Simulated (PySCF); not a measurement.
# C₂H₆Te: NMR shieldings, part 2 of 2

PySCF 2.14.0. Atoms count from 0. Earlier steps stand in the parts before.

## Step 5: NMR shieldings: PBE/pcJ-1 Te:dyall-v2z, spin-free

What the job is given:

```
{"job": {"xc": "PBE", "basis": {"default": "pcJ-1", "Te": "dyall-v2z"}, "rel": "sf", "two": true, "kind": "hnmr"}, "charge": 0, "multiplicity": 1}
Te     0.005550     0.008920    -1.491420
C      1.559970    -0.016730     0.010540
H      1.485120    -0.911570     0.615620
H      1.479070     0.856440     0.644940
H      2.516550    -0.005850    -0.492760
C     -1.561000     0.018000    -0.004310
H     -1.501390     0.913020     0.602350
H     -1.468990    -0.855330     0.628630
H     -2.514880    -0.006890    -0.513590
```

With the program's defaults for keys left out, this is: PBE/pcJ-1 Te:dyall-v2z GIAO NMR shielding, X2C without spin-orbit coupling but with the spin-dependent field terms, Gaussian nuclei, gas phase.

Log:

```text
spin-free SCF
coarse grid: 33224 points
cycle   1  E = -6873.0616047362  dE = -3.342e-01  |g| = 5.176e-01  |ddm| = 2.478e+00
cycle   2  E = -6872.9247438173  dE =  1.369e-01  |g| = 8.257e-01  |ddm| = 1.086e+00
cycle   3  E = -6873.1161863666  dE = -1.914e-01  |g| = 1.399e-01  |ddm| = 8.579e-01
cycle   4  E = -6873.1213146939  dE = -5.128e-03  |g| = 6.285e-02  |ddm| = 2.609e-01
cycle   5  E = -6873.1218784301  dE = -5.637e-04  |g| = 9.369e-03  |ddm| = 6.179e-02
cycle   6  E = -6873.1218997755  dE = -2.135e-05  |g| = 1.362e-03  |ddm| = 1.386e-02
cycle   7  E = -6873.1219002662  dE = -4.907e-07  |g| = 4.753e-04  |ddm| = 2.231e-03
final grid: 68696 points
cycle   8  E = -6873.1227656333  dE = -5.722e-06  |g| = 4.855e-03  |ddm| = 1.603e-03
cycle   9  E = -6873.1227650804  dE =  5.528e-07  |g| = 1.637e-03  |ddm| = 2.332e-03
cycle  10  E = -6873.1227636497  dE =  1.431e-06  |g| = 2.761e-03  |ddm| = 4.225e-03
cycle  11  E = -6873.1227657952  dE = -2.145e-06  |g| = 1.774e-04  |ddm| = 2.730e-03
cycle  12  E = -6873.1227657997  dE = -4.503e-09  |g| = 1.156e-05  |ddm| = 1.501e-04
converged SCF energy = -6873.1227657997
two-component SCF
cycle   1  E = -6873.1227657999  dE = -6.873e+03  |FDS-SDF| = 1.156e-05
cycle   2  E = -6873.1227657999  dE =  2.728e-12  |FDS-SDF| = 1.642e-05
converged, E = -6873.1227657999

Field gradients (au) and densities at the nuclei (bohr^-3)
atom        Vxx        Vyy        Vzz        centre      nuclear mean
  0 Te     3.2444     7.4589   -10.7033     224972.542     218149.117
  1 C     -0.0904    -0.1108     0.2011        126.078        126.076
  2 H     -0.1570    -0.1593     0.3163          0.485          0.485
  3 H     -0.1573    -0.1598     0.3171          0.486          0.486
  4 H     -0.1567    -0.1639     0.3206          0.485          0.485
  5 C     -0.0895    -0.1107     0.2002        126.078        126.076
  6 H     -0.1569    -0.1592     0.3161          0.485          0.485
  7 H     -0.1570    -0.1597     0.3167          0.486          0.486
  8 H     -0.1561    -0.1633     0.3194          0.485          0.485
without picture change
  0 Te                         -11.6178                    486164.922

Core orbital energies (eV)
atom   shell        mean    spread
  0 Te 1s       -31565.083   0.000
  0 Te 2s        -4839.886   0.000
  0 Te 3s         -962.433   0.000
  0 Te 4s         -162.989   0.000
  0 Te 5s          -15.665   0.000
  0 Te 2p1/2     -4347.891   0.000
  0 Te 2p3/2     -4347.849   0.051
  0 Te 3p1/2      -802.170   0.000
  0 Te 3p3/2      -802.059   0.136
  0 Te 4p1/2      -113.418   0.000
  0 Te 4p3/2      -113.136   0.350
  0 Te 3d3/2      -558.187   0.000
  0 Te 3d5/2      -558.068   0.050
  0 Te 4d3/2       -40.751   0.025
  0 Te 4d5/2       -40.355   0.156

Shielding tensors (ppm)
atom      isotropic    diamagn.    paramagn.     s11        s22        s33       span
  0 Te     3587.46     4956.46    -1368.99    2712.88    3505.52    4543.99    1831.11
  1 C       178.95      249.97      -71.02     159.19     186.97     190.70      31.51
  2 H        30.22       30.29       -0.07      23.63      27.61      39.42      15.79
  3 H        30.25       30.33       -0.08      23.65      27.65      39.45      15.81
  4 H        30.83       29.62        1.21      24.51      27.03      40.94      16.42
  5 C       179.04      250.04      -71.00     159.22     187.31     190.59      31.37
  6 H        30.19       30.28       -0.09      23.58      27.58      39.41      15.83
  7 H        30.25       30.36       -0.10      23.62      27.68      39.47      15.85
  8 H        30.81       29.61        1.20      24.51      27.02      40.91      16.40
```

It took 32 s on 1 thread of Arm Neoverse V1, shared host; peak memory 0.95 GiB.

## Step 6: NMR shieldings: PBE/pcJ-1 Te:dyall-v2z, non-relativistic

The job, as its differences from that of step 5:

```diff
@@ -1,2 +1,2 @@
-{"job": {"xc": "PBE", "basis": {"default": "pcJ-1", "Te": "dyall-v2z"}, "rel": "sf", "two": true, "kind": "hnmr"}, "charge": 0, "multiplicity": 1}
+{"job": {"xc": "PBE", "basis": {"default": "pcJ-1", "Te": "dyall-v2z"}, "rel": "nr", "kind": "hnmr"}, "charge": 0, "multiplicity": 1}
 Te     0.005550     0.008920    -1.491420
```

Method: PBE/pcJ-1 Te:dyall-v2z GIAO NMR shielding, non-relativistic, Gaussian nuclei, gas phase.

Log:

```text
non-relativistic SCF
coarse grid: 33224 points
cycle   1  E = -6693.1195859602  dE = -2.182e+02  |g| = 9.159e+00  |ddm| = 3.325e+00
cycle   2  E = -6692.9424969451  dE =  1.771e-01  |g| = 2.976e+00  |ddm| = 1.836e+00
cycle   3  E = -6692.7141857517  dE =  2.283e-01  |g| = 2.119e+00  |ddm| = 2.970e+00
cycle   4  E = -6693.3263354804  dE = -6.121e-01  |g| = 6.273e-01  |ddm| = 2.401e+00
cycle   5  E = -6693.4343346946  dE = -1.080e-01  |g| = 1.510e-01  |ddm| = 7.599e-01
cycle   6  E = -6693.4404096902  dE = -6.075e-03  |g| = 2.971e-02  |ddm| = 1.695e-01
cycle   7  E = -6693.4405258058  dE = -1.161e-04  |g| = 4.642e-03  |ddm| = 3.506e-02
cycle   8  E = -6693.4405324325  dE = -6.627e-06  |g| = 1.023e-03  |ddm| = 8.728e-03
final grid: 68696 points
cycle   9  E = -6693.4407159280  dE =  8.061e-07  |g| = 2.060e-03  |ddm| = 3.842e-03
cycle  10  E = -6693.4407118989  dE =  4.029e-06  |g| = 4.246e-03  |ddm| = 6.729e-03
cycle  11  E = -6693.4407171034  dE = -5.204e-06  |g| = 2.270e-04  |ddm| = 4.480e-03
cycle  12  E = -6693.4407171150  dE = -1.156e-08  |g| = 1.492e-04  |ddm| = 5.229e-04
cycle  13  E = -6693.4407171189  dE = -3.934e-09  |g| = 3.990e-05  |ddm| = 1.802e-04
converged SCF energy = -6693.4407171189
check of the scalar solution
cycle   1  E = -6693.4407171189  dE = -6.693e+03  |FDS-SDF| = 3.990e-05
cycle   2  E = -6693.4407171185  dE =  4.338e-10  |FDS-SDF| = 5.898e-05
converged, E = -6693.4407171185

Field gradients (au) and densities at the nuclei (bohr^-3)
atom        Vxx        Vyy        Vzz        centre      nuclear mean
  0 Te     2.4940     6.6526    -9.1466      98285.195      97934.983
  1 C     -0.0883    -0.1077     0.1961        125.494        125.491
  2 H     -0.1568    -0.1594     0.3163          0.485          0.485
  3 H     -0.1572    -0.1599     0.3171          0.485          0.485
  4 H     -0.1565    -0.1640     0.3205          0.485          0.485
  5 C     -0.0874    -0.1076     0.1951        125.493        125.491
  6 H     -0.1568    -0.1593     0.3161          0.485          0.485
  7 H     -0.1569    -0.1598     0.3167          0.485          0.485
  8 H     -0.1560    -0.1633     0.3193          0.484          0.484

Core orbital energies (eV)
atom   shell        mean    spread
  0 Te 1s       -30393.876   0.000
  0 Te 2s        -4547.393   0.000
  0 Te 3s         -901.629   0.000
  0 Te 4s         -150.941   0.000
  0 Te 5s          -14.916   0.000
  0 Te 2p        -4267.128   0.067
  0 Te 3p         -784.506   0.177
  0 Te 4p         -110.635   0.453
  0 Te 3d         -566.967   0.138
  0 Te 4d          -42.594   0.460

Shielding tensors (ppm)
atom      isotropic    diamagn.    paramagn.     s11        s22        s33       span
  0 Te     2711.24     5365.24    -2654.01    1860.20    2593.71    3679.80    1819.60
  1 C       181.19      250.92      -69.73     163.03     188.76     191.78      28.75
  2 H        30.32       30.29        0.03      23.53      27.67      39.75      16.22
  3 H        30.35       30.33        0.02      23.55      27.71      39.78      16.23
  4 H        30.91       29.64        1.27      24.40      27.10      41.22      16.83
  5 C       181.29      251.00      -69.70     163.08     188.66     192.14      29.06
  6 H        30.29       30.28        0.00      23.48      27.64      39.74      16.26
  7 H        30.35       30.35        0.00      23.52      27.74      39.80      16.27
  8 H        30.89       29.63        1.26      24.39      27.08      41.19      16.81
```

Wall time 11 s (1 thread of Arm Neoverse V1, shared host); peak memory 0.89 GiB.

## Step 7: NMR shieldings: GIAO PBE/pcJ-1 Te:def2-TZVP, core potentials from Rb on, else non-relativistic

The job, as its differences from that of step 6:

```diff
@@ -1,2 +1,2 @@
-{"job": {"xc": "PBE", "basis": {"default": "pcJ-1", "Te": "dyall-v2z"}, "rel": "nr", "kind": "hnmr"}, "charge": 0, "multiplicity": 1}
+{"job": {"xc": "PBE", "basis": {"default": "pcJ-1", "Te": "def2-TZVP"}, "rel": "ecp", "pop": false, "kind": "hnmr"}, "charge": 0, "multiplicity": 1}
 Te     0.005550     0.008920    -1.491420
```

Method: GIAO PBE/pcJ-1 Te:def2-TZVP NMR shielding, scalar-relativistic core potentials on the heavy atoms, no spin-orbit coupling, gas phase.

Log:

```text
coarse grid: 33224 points
cycle   1  E = -345.2494658766  dE = -3.914e+01  |g| = 3.615e+00  |ddm| = 2.763e+01
cycle   2  E = -340.1402643258  dE =  5.109e+00  |g| = 5.555e+00  |ddm| = 1.879e+01
cycle   3  E = -347.5204195285  dE = -7.380e+00  |g| = 8.202e-01  |ddm| = 1.675e+01
cycle   4  E = -347.3536153686  dE =  1.668e-01  |g| = 1.197e+00  |ddm| = 2.111e+00
cycle   5  E = -347.7123349673  dE = -3.587e-01  |g| = 1.604e-01  |ddm| = 1.235e+00
cycle   6  E = -347.7209857726  dE = -8.651e-03  |g| = 3.532e-02  |ddm| = 3.134e-01
cycle   7  E = -347.7212913944  dE = -3.056e-04  |g| = 1.216e-02  |ddm| = 4.455e-02
cycle   8  E = -347.7213260730  dE = -3.468e-05  |g| = 1.653e-03  |ddm| = 1.184e-02
cycle   9  E = -347.7213265001  dE = -4.272e-07  |g| = 6.863e-04  |ddm| = 2.243e-03
final grid: 68696 points
cycle  10  E = -347.7212995718  dE =  4.367e-07  |g| = 1.543e-03  |ddm| = 2.208e-03
cycle  11  E = -347.7212970786  dE =  2.493e-06  |g| = 3.519e-03  |ddm| = 4.171e-03
cycle  12  E = -347.7213001654  dE = -3.087e-06  |g| = 3.570e-05  |ddm| = 2.896e-03
cycle  13  E = -347.7213001657  dE = -2.924e-10  |g| = 1.472e-05  |ddm| = 5.211e-05
converged SCF energy = -347.7213001657

GIAO shielding tensors (ppm)
atom      isotropic    diamagn.    paramagn.     s11        s22        s33       span
  0 Te         nan         nan         nan        nan        nan        nan        nan
  1 C      177.405     247.669     -70.264    158.262    186.011    187.941     29.679
  2 H       30.112      29.717       0.395     23.688     27.712     38.937     15.249
  3 H       30.138      29.761       0.378     23.707     27.749     38.959     15.252
  4 H       30.699      28.820       1.878     24.646     27.120     40.330     15.684
  5 C      177.495     247.726     -70.231    158.303    186.287    187.895     29.592
  6 H       30.082      29.707       0.375     23.639     27.687     38.922     15.283
  7 H       30.142      29.786       0.356     23.683     27.777     38.967     15.285
  8 H       30.680      28.809       1.871     24.636     27.104     40.301     15.664
```

Run time: 14 s. Hardware: 1 thread of Arm Neoverse V1, shared host; peak memory 0.9 GiB.

An atom whose core is replaced by a potential has no meaningful shielding, so its row holds no numbers.

## Step 8: Shieldings side by side

```tsv
run	Te0	C1	C5	H6	H7	H2	H3	time
step 2, PBE/pcJ-1 Te:dyall-v2z, spin–orbit	3729.9	205.6	205.6	29.4	29.5	29.4	29.5	44 s
step 3, PBE/pcJ-1 Te:dyall-v2z, spin–orbit (one-electron part alone)	3735.9	206.3	206.3	29.4	29.4	29.4	29.4	40 s
step 4, PBE/pcJ-1 Te:dyall-v2z, spin-free	2594.2	177.7	177.8	30.2	30.3	30.2	30.3	14 s
step 5, PBE/pcJ-1 Te:dyall-v2z, spin-free with spin-dependent field terms	3587.5	179.0	179.0	30.2	30.3	30.2	30.2	32 s
step 6, PBE/pcJ-1 Te:dyall-v2z, non-relativistic	2711.2	181.2	181.3	30.3	30.4	30.3	30.3	11 s
step 7, GIAO PBE/pcJ-1 Te:def2-TZVP, core potentials from Rb on, else non-relativistic	–	177.4	177.5	30.1	30.1	30.1	30.1	14 s
```

## Step 9: What came out

This closing draws on all 2 parts.

```
                                                                                              quantity                               value
                          energy from spin-orbit coupling (step 2, PBE/pcJ-1 Te:dyall-v2z, spin–orbit)                          -1.0894 Eh
                                               shieldings (step 2, PBE/pcJ-1 Te:dyall-v2z, spin–orbit)  Te0 3729.9, C1 205.6, C5 205.6 ppm
energy from spin-orbit coupling (step 3, PBE/pcJ-1 Te:dyall-v2z, spin–orbit (one-electron part alone))                          -1.1862 Eh
                     shieldings (step 3, PBE/pcJ-1 Te:dyall-v2z, spin–orbit (one-electron part alone))  Te0 3735.9, C1 206.3, C5 206.3 ppm
                                                shieldings (step 4, PBE/pcJ-1 Te:dyall-v2z, spin-free)  Te0 2594.2, C1 177.7, C5 177.8 ppm
                shieldings (step 5, PBE/pcJ-1 Te:dyall-v2z, spin-free with spin-dependent field terms)  Te0 3587.5, C1 179.0, C5 179.0 ppm
                                         shieldings (step 6, PBE/pcJ-1 Te:dyall-v2z, non-relativistic)  Te0 2711.2, C1 181.2, C5 181.3 ppm
   shieldings (step 7, GIAO PBE/pcJ-1 Te:def2-TZVP, core potentials from Rb on, else non-relativistic)              C1 177.4, C5 177.5 ppm
```

What this shows: In step 2, Te0 has the widest tensor, 1982 ppm. The steps not marked spin–orbit leave spin-orbit coupling out. Te0 moves most between the runs, by 1142 ppm; the labels say what changes from run to run.
